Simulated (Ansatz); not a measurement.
# PdN+ (triplet): the correlation ladder, def2-SVP

An exercise on one series of results from a longer session: the logs are not shown, and one member is left open.

The runs use Ansatz 0.2.0, Gaussian basis; def2-SVP, core rule «outside noble gas», up to 5 orbitals frozen.

To be run: UHF; CCSD(T) on ROHF; CCSD(T) on UHF; CISD; CCSDT(Q) on ROHF; CCSDT(Q) on UHF.

20 further runs of the same task are left out: 6 for a known fault of the program, 5 that didn't finish, 9 set aside as unsound or not needed.

### What is computed

The geometry is a PBE0/def2-TZVP stationary point (not a proven minimum) of the parent state, kept for this charge and spin. No spin-orbit coupling is included. Elements past krypton take def2 core potentials.

2 atoms, charge 1, spin multiplicity 3.

Atoms are counted from 1 here; the program's logs count them from 0.

Bond lengths: Pd1–N2 1.797 Å.

The first run:

Contents of in.yaml:

```yaml
crystal:
  periodic: [false, false, false]
  atoms:
    - {symbol: Pd, position_ang: [0.000000, 0.000000, 0.000000]}
    - {symbol: N, position_ang: [0.000000, 0.000000, 1.796800]}
basis:
  gaussian: {orbitals: def2-SVP}
total_charge: 1
magnetization: {spin_polarized: true, initial_magnetization: 2}
hamiltonian: {xc: hf}
output: {orbitals: {seedname: orbitals}}
```

Started as:

```console
> ansatz run in.yaml --threads 1 --pin off --events-out ev --progress --plain --max-ram 2393MiB
```

Among the steps run: UHF; CCSD(T) on ROHF; CCSD(T) on UHF; CISD; CCSDT(Q) on ROHF; CCSDT(Q) on UHF.

One of the session's tables, all rows but one given; the rest of the session is left out.

It belongs to the step «Misses and costs». 

| method | from RCCSDT(Q) (meV) |
| --- | --- |
| ROHF | +10391.7 |
| UHF | +8712.6 |
| RMP2 | +1087.5 |
| UMP2 | +1349.4 |
| CISD | +1507.1 |
| RCCSD | +524.2 |
| UCCSD | +463.6 |
| RCCSD(T) | +91.4 |
| UCCSD(T) | +113.0 |
| RCCSDT | ? |
| UCCSDT | +27.9 |
| RCCSDT(Q) | 0 |
| UCCSDT(Q) | -11.5 |

**Question.** Estimate the row for RCCSDT.

The run gave: from RCCSDT(Q) (meV): +39.1. In the column «from RCCSDT(Q) (meV)» it lies between UCCSDT (+27.9) and RCCSD(T) (+91.4).

To keep in mind: The determinant is far from a pure spin state, so its energy mixes those of several spin states (harmless only where they are near-degenerate, as at dissociation). Restricted and unrestricted rows rest on different reference determinants; where their highest levels disagree by more than a few hundredths of an eV, they describe different states and don't form one ladder.
